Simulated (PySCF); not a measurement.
# C₂H₇NSi₂: electronic excitations and core binding energies

Aim: predict the electronic excitations and core binding energies of C₂H₇NSi₂ (`N#CC([SiH3])[SiH3]`).

Programs: PySCF 2.14.0, with density-fitted response routines of our own. Each step states its level of theory. These are calculated values for one molecule in the gas phase, unless marked as measured. Atoms count from 0, in the outputs and in this text.

### 1 The starting structure

12 atoms, charge 0, multiplicity 1; geometry from: GFN2-xTB.

Bonds of the start (Å): N0–C1 1.15, C1–C2 1.42, C2–Si3 1.92, C2–Si4 1.92, C2–H5 1.09, Si3–H6 1.46, Si3–H7 1.46, Si3–H8 1.46, Si4–H9 1.46, Si4–H10 1.46, Si4–H11 1.46.

### 2 TDDFT and polarisability: CAM-B3LYP/def2-SVPD

The job: settings as JSON, then the geometry in Å.

```
{"job": {"kind": "uv", "xc": "CAM-B3LYP", "basis": "def2-SVPD", "nstates": 8, "ntriplets": 3}, "charge": 0, "multiplicity": 1}
N      0.057137     2.184124    -1.761716
C      0.007981     1.158376    -1.251956
C     -0.045958    -0.095988    -0.586972
Si    -1.599254    -0.138402     0.537879
Si     1.615916    -0.377484     0.329052
H     -0.153486    -0.873009    -1.349555
H     -1.482144     0.903555     1.554820
H     -1.643406    -1.466137     1.152147
H     -2.785942     0.076697    -0.289620
H      2.704118    -0.329290    -0.647140
H      1.784857     0.660280     1.342855
H      1.541380    -1.703407     0.944179
```

Level: TDDFT CAM-B3LYP/def2-SVPD, vertical, gas phase, core orbitals frozen in the response.

Command:

```console
$ OMP_NUM_THREADS=1 python probes_run.py task.json out
```

The driver reads the jobs from task.json and runs them one after another.

What it wrote:

```text
coarse grid: 10824 points
cycle   1  E = -713.6333498998  dE =  3.153e-01  |g| = 4.820e-01  |ddm| = 4.052e+00
cycle   2  E = -713.5441919331  dE =  8.916e-02  |g| = 8.392e-01  |ddm| = 1.535e+00
cycle   3  E = -713.6980990466  dE = -1.539e-01  |g| = 5.572e-02  |ddm| = 9.805e-01
cycle   4  E = -713.6988429922  dE = -7.439e-04  |g| = 3.120e-02  |ddm| = 1.668e-01
cycle   5  E = -713.6990950625  dE = -2.521e-04  |g| = 5.121e-03  |ddm| = 5.284e-02
cycle   6  E = -713.6991027201  dE = -7.658e-06  |g| = 1.480e-03  |ddm| = 1.136e-02
final grid: 94864 points
cycle   7  E = -713.7956161573  dE = -1.116e-05  |g| = 2.285e-03  |ddm| = 4.244e-02
cycle   8  E = -713.7956159879  dE =  1.694e-07  |g| = 2.534e-03  |ddm| = 7.236e-03
cycle   9  E = -713.7956175310  dE = -1.543e-06  |g| = 5.769e-04  |ddm| = 3.124e-03
cycle  10  E = -713.7956175976  dE = -6.660e-08  |g| = 1.706e-04  |ddm| = 6.731e-04
cycle  11  E = -713.7956176037  dE = -6.033e-09  |g| = 2.117e-05  |ddm| = 3.277e-04
cycle  12  E = -713.7956176038  dE = -1.583e-10  |g| = 4.481e-06  |ddm| = 5.287e-05
converged SCF energy = -713.7956176038

Static polarisability (au): isotropic 79.925, principal 66.874 83.949 88.951

Singlet excitations
state   eV       nm        f      main configurations
  1   7.2168    171.8   0.00187   H->L+2 0.41, H->L+1 0.19, H->L+7 0.14
  2   7.5472    164.3   0.02733   H->L 0.89
  3   7.6582    161.9   0.01656   H->L+4 0.23, H->L+3 0.21, H-1->L+2 0.18
  4   7.8452    158.0   0.01288   H-1->L+3 0.33, H-1->L+4 0.32, H-1->L+9 0.14
  5   8.0798    153.4   0.00020   H-1->L 0.92
  6   8.3265    148.9   0.13485   H->L+2 0.41, H->L+1 0.35
  7   8.6937    142.6   0.00062   H->L+4 0.52, H->L+3 0.23, H-1->L+2 0.09
  8   8.7258    142.1   0.00008   H-2->L 0.68

Triplet excitations (Tamm-Dancoff, eV): 6.2988 6.7126 6.8074
```

Wall time 24 s (1 thread of Arm Neoverse V2, shared host); peak memory 0.72 GiB.

The orbitals next to the gap, with their largest atomic shares:

| orbital | eV | atoms |
| --- | --- | --- |
| HOMO−3 | -11.63 | N0 55 %, C1 14 %, Si3 6 % |
| HOMO−2 | -11.46 | Si3 20 %, Si4 20 %, H9 15 % |
| HOMO−1 | -10.51 | N0 36 %, C1 26 %, C2 16 % |
| HOMO | -9.97 | N0 31 %, C2 22 %, C1 20 % |
| LUMO | 0.57 | Si4 20 %, Si3 20 %, C2 10 % |
| LUMO+1 | 0.97 | Si3 25 %, Si4 25 %, C2 7 % |
| LUMO+2 | 1.11 | Si3 24 %, Si4 24 %, C2 8 % |

With each of the 8 states as a Gaussian band of 0.4 eV half-width at 1/e, the curve within the window shown has maxima at 149 nm (ε 5,700) L/(mol cm). Beyond the last state computed it falls off for lack of states. The curve at chosen wavelengths:

| nm | ε (L/mol/cm) |
| --- | --- |
| 137 | 272 |
| 139 | 741 |
| 141 | 1624 |
| 143 | 2901 |
| 145 | 4287 |
| 147 | 5328 |
| 149 | 5679 |
| 151 | 5325 |
| 153 | 4558 |
| 155 | 3749 |
| 157 | 3140 |
| 159 | 2767 |
| 161 | 2530 |
| 163 | 2308 |
| 165 | 2027 |
| 167 | 1680 |
| 169 | 1305 |
| 171 | 951 |
| 173 | 651 |
| 175 | 422 |
| 177 | 261 |
| 179 | 155 |
| 181 | 88 |
| 183 | 49 |
| 185 | 26 |
| 187 | 14 |

Ground-state properties from the same run:

| property | computed |
| --- | --- |
| dipole moment (D) | 4.07 |
| polarisability (Å³) | 11.84 |
| HOMO–LUMO gap (eV) | 10.54 |
| −ε(HOMO) (eV) | 9.97 |

### 3 X-ray photoelectron lines: SCAN, X2C

Settings changed since step 2:

```diff
@@ -1,2 +1,2 @@
-{"job": {"kind": "uv", "xc": "CAM-B3LYP", "basis": "def2-SVPD", "nstates": 8, "ntriplets": 3}, "charge": 0, "multiplicity": 1}
+{"job": {"kind": "xps"}, "charge": 0, "multiplicity": 1}
 N      0.057137     2.184124    -1.761716
```

Method: delta-SCF UKS SCAN, pcX-2 on the ionised atom, pcseg-1 elsewhere, spin-free X2C.

What it wrote:

```text
ground state, core basis on atom 0 (N), 144 functions
  cycle   1  E = -715.14702798  |g| = 4.65e-01
  cycle   2  E = -714.96822583  |g| = 9.84e-01
  cycle   3  E = -715.18800302  |g| = 2.45e-01
  cycle   4  E = -715.20182836  |g| = 4.66e-02
  cycle   5  E = -715.20240697  |g| = 1.30e-02
  cycle   6  E = -715.20244266  |g| = 5.25e-03
  cycle   7  E = -715.20244590  |g| = 1.35e-03
  cycle   8  E = -715.20245036  |g| = 2.00e-04
  E(ground) = -715.26901997 Eh
hole in N 1s of atom 0
  cycle   1  E = -699.62585329  |g| = 1.84e+00
  cycle   2  E = -698.01863303  |g| = 2.42e+00
  cycle   3  E = -700.10036259  |g| = 6.67e-01
  cycle   4  E = -700.23754935  |g| = 4.08e-01
  cycle   5  E = -700.33271348  |g| = 9.44e-02
  cycle   6  E = -700.33716532  |g| = 1.94e-02
  cycle   7  E = -700.33744832  |g| = 7.45e-03
  cycle   8  E = -700.33750867  |g| = 5.08e-03
  cycle   9  E = -700.33753104  |g| = 4.59e-03
  cycle  10  E = -700.33754676  |g| = 6.33e-04
  cycle  11  E = -700.33754636  |g| = 2.27e-04
  E(ion) = -700.40383299 Eh   <S^2> = 0.7978   hole on atom = 1.000   binding energy = 404.502 eV
ground state, core basis on atom 1 (C), 144 functions
  cycle   1  E = -715.19214939  |g| = 5.86e-02
  cycle   2  E = -715.19172068  |g| = 4.81e-02
  cycle   3  E = -715.19140533  |g| = 6.07e-02
  cycle   4  E = -715.19222272  |g| = 7.52e-03
  cycle   5  E = -715.19223752  |g| = 4.34e-04
  E(ground) = -715.26256854 Eh
hole in C 1s of atom 1
  cycle   1  E = -703.91223976  |g| = 1.51e+00
  cycle   2  E = -700.89484292  |g| = 2.47e+00
  cycle   3  E = -704.07521066  |g| = 7.34e-01
  cycle   4  E = -704.07932155  |g| = 9.32e-01
  cycle   5  E = -704.44982750  |g| = 1.54e-01
  cycle   6  E = -704.45820052  |g| = 8.33e-02
  cycle   7  E = -704.46185632  |g| = 1.80e-02
  cycle   8  E = -704.46210936  |g| = 7.11e-03
  cycle   9  E = -704.46219857  |g| = 3.88e-03
  cycle  10  E = -704.46225205  |g| = 1.59e-03
  cycle  11  E = -704.46226339  |g| = 4.56e-04
  E(ion) = -704.53049130 Eh   <S^2> = 0.8066   hole on atom = 1.000   binding energy = 292.035 eV
ground state, core basis on atom 2 (C), 144 functions
  cycle   1  E = -715.18941815  |g| = 6.18e-02
  cycle   2  E = -715.18861660  |g| = 6.55e-02
  cycle   3  E = -715.18882450  |g| = 5.77e-02
  cycle   4  E = -715.18956076  |g| = 1.04e-02
  cycle   5  E = -715.18958690  |g| = 8.95e-04
  cycle   6  E = -715.18958636  |g| = 1.79e-04
  E(ground) = -715.25764478 Eh
hole in C 1s of atom 2
  cycle   1  E = -703.89988066  |g| = 1.52e+00
  cycle   2  E = -702.56494869  |g| = 2.22e+00
  cycle   3  E = -704.13013755  |g| = 8.75e-01
  cycle   4  E = -704.33278949  |g| = 5.73e-01
  cycle   5  E = -704.48130603  |g| = 9.44e-02
  cycle   6  E = -704.48481522  |g| = 2.05e-02
  cycle   7  E = -704.48504038  |g| = 6.19e-03
  cycle   8  E = -704.48507057  |g| = 1.90e-03
  cycle   9  E = -704.48507604  |g| = 1.10e-03
  cycle  10  E = -704.48507722  |g| = 5.09e-04
  cycle  11  E = -704.48507884  |g| = 2.63e-04
  E(ion) = -704.55120325 Eh   <S^2> = 0.7683   hole on atom = 1.000   binding energy = 291.337 eV
ground state, core basis on atom 3 (Si), 155 functions
  cycle   1  E = -715.28165463  |g| = 2.87e-01
  cycle   2  E = -715.28172085  |g| = 3.49e-02
  cycle   3  E = -715.28168229  |g| = 2.78e-02
  cycle   4  E = -715.28173866  |g| = 1.84e-02
  cycle   5  E = -715.28181834  |g| = 2.73e-03
  cycle   6  E = -715.28182034  |g| = 3.14e-04
  E(ground) = -715.30787168 Eh
hole in Si 1s of atom 3
  cycle   1  E = -646.33713307  |g| = 4.35e+00
  cycle   2  E = -646.39155894  |g| = 2.14e+00
  cycle   3  E = -646.82887156  |g| = 1.01e+00
  cycle   4  E = -647.12939217  |g| = 7.37e-01
  cycle   5  E = -647.35605933  |g| = 2.84e-01
  cycle   6  E = -647.39604479  |g| = 4.20e-02
  cycle   7  E = -647.39686880  |g| = 2.12e-02
  cycle   8  E = -647.39711583  |g| = 6.08e-03
  cycle   9  E = -647.39713381  |g| = 1.86e-03
  cycle  10  E = -647.39713659  |g| = 4.40e-04
  E(ion) = -647.43070709 Eh   <S^2> = 0.7524   hole on atom = 1.000   binding energy = 1847.032 eV
hole in Si 2p of atom 3
  cycle   1  E = -710.99411530  |g| = 1.23e+00
  cycle   2  E = -710.83226433  |g| = 1.11e+00
  cycle   3  E = -711.20051651  |g| = 4.83e-01
  cycle   4  E = -711.28246301  |g| = 2.82e-01
  cycle   5  E = -711.31547429  |g| = 7.88e-02
  cycle   6  E = -711.31880633  |g| = 1.68e-02
  cycle   7  E = -711.31896094  |g| = 6.24e-03
  cycle   8  E = -711.31897855  |g| = 1.83e-03
  cycle   9  E = -711.31897948  |g| = 4.49e-04
  E(ion) = -711.35611050 Eh   <S^2> = 0.7526   hole on atom = 1.002   binding energy = 107.533 eV
  2p3/2 = 107.311 eV   2p1/2 = 107.934 eV
```

Run time: 41 s. Hardware: 1 thread of Arm Neoverse V2, shared host; peak memory 0.49 GiB.

Binding energies by hole, beside the orbital energy of the ground state; the difference holds orbital relaxation and, for a density functional, its self-interaction error:

| hole | stands for | environment | ΔSCF (eV; 2p as the shell's mean) | −ε (eV) | ⟨S²⟩ |
| --- | --- | --- | --- | --- | --- |
| N1s on N0 | N0 | nitrile nitrogen | 404.50 | 385.7 | 0.798 |
| C1s on C1 | C1 | nitrile carbon | 292.03 | 274.6 | 0.807 |
| C1s on C2 | C2 | sp3 CH bonded to 2 Si, α to a nitrile | 291.34 | 274.9 | 0.768 |
| Si1s on Si3 | Si3, Si4 | silicon bonded to C, 3 H | 1847.03 | 1793.9 | 0.752 |
| Si2p on Si3 | Si3, Si4 | silicon bonded to C, 3 H | 107.52 | 96.7 | 0.753 |

Each hole run stands for the others of its class of like atoms.

With the spin-orbit splitting: Si3 2p3/2 107.31, 2p1/2 107.93 eV. The table gives each 2p level as the mean over the whole 2p shell (two parts 2p3/2, one part 2p1/2), which differs a little from the single hole in the log.

### 4 Results

| quantity | value |
| --- | --- |
| lowest singlet (CAM-B3LYP/def2-SVPD) | 7.22 eV (172 nm), f = 0.002 |
| brightest single state of those computed | state 6, 8.33 eV, f = 0.135 |
| lowest triplet | 6.30 eV |
| C1s binding energies, SCAN/pcX-2 | C1 292.03, C2 291.34 eV |
| N1s binding energies, SCAN/pcX-2 | N0 404.50 eV |
| Si1s binding energies, SCAN/pcX-2 | Si3 1847.03 eV |
| Si2p binding energies, SCAN/pcX-2 | Si3 107.52 eV |

**Reading.** The first singlet state (HOMO→LUMO+2 0.41, HOMO→LUMO+1 0.19) lies at 7.22 eV and is weak; of the 8 states computed, the strongest absorption comes from state 6 at 8.33 eV. The lowest triplet lies 0.92 eV below the lowest singlet (triplets in Tamm-Dancoff, singlets in full TDDFT). The C1s levels kept as sound span 0.70 eV, from C2 (sp3 CH bonded to 2 Si, α to a nitrile) up to C1 (nitrile carbon).
